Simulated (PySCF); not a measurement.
# C7H6O3S: the cost of one run

Programs: PySCF 2.14.0, with routines of our own; each step states its level. All values are computed. Atoms count from 0.

### 1 The system as given

17 atoms, charge -1, multiplicity 2; geometry from: GFN2-xTB.

### 2 Open-shell or spin-flip excitations: unrestricted TDA PBE0/def2-SVP in toluene

What the job is given:

```
{"job": {"kind": "uabs", "xc": "PBE0", "basis": "def2-SVP", "nstates": 10, "tda": true, "solvent": "toluene", "pol": false}, "charge": -1, "multiplicity": 2}
C      2.556701     0.380904     0.557420
S      1.916995    -0.612014    -0.873989
O      2.206132     0.196702    -2.077774
C      0.181735    -0.326520    -0.448213
C     -0.597549     0.521245    -1.161767
C     -1.977738     0.749014    -0.810661
O     -2.714788     1.546153    -1.433658
C     -2.445225    -0.015329     0.321415
C     -1.655806    -0.875413     1.015821
C     -0.273610    -1.090030     0.681571
O      0.492265    -1.857198     1.314460
H      2.234493    -0.138287     1.452156
H      3.640332     0.415142     0.497393
H      2.139472     1.380823     0.505694
H     -0.177483     1.046467    -2.009619
H     -3.482255     0.124442     0.603581
H     -2.050669    -1.434070     1.856260
```

With the program's defaults for keys left out, this is: unrestricted TDA PBE0/def2-SVP, vertical, IEF-PCM toluene (non-equilibrium linear response), core orbitals frozen in the response.

Started as:

```console
OMP_NUM_THREADS=1 python excited_run.py task.json out
```

One launch serves the whole session: the jobs run in the order shown.

**Question.** How long does this first job take on 1 thread of AMD EPYC 7R43, shared host, and how much memory does it need?

About 92 s, with a peak of 0.88 GiB.
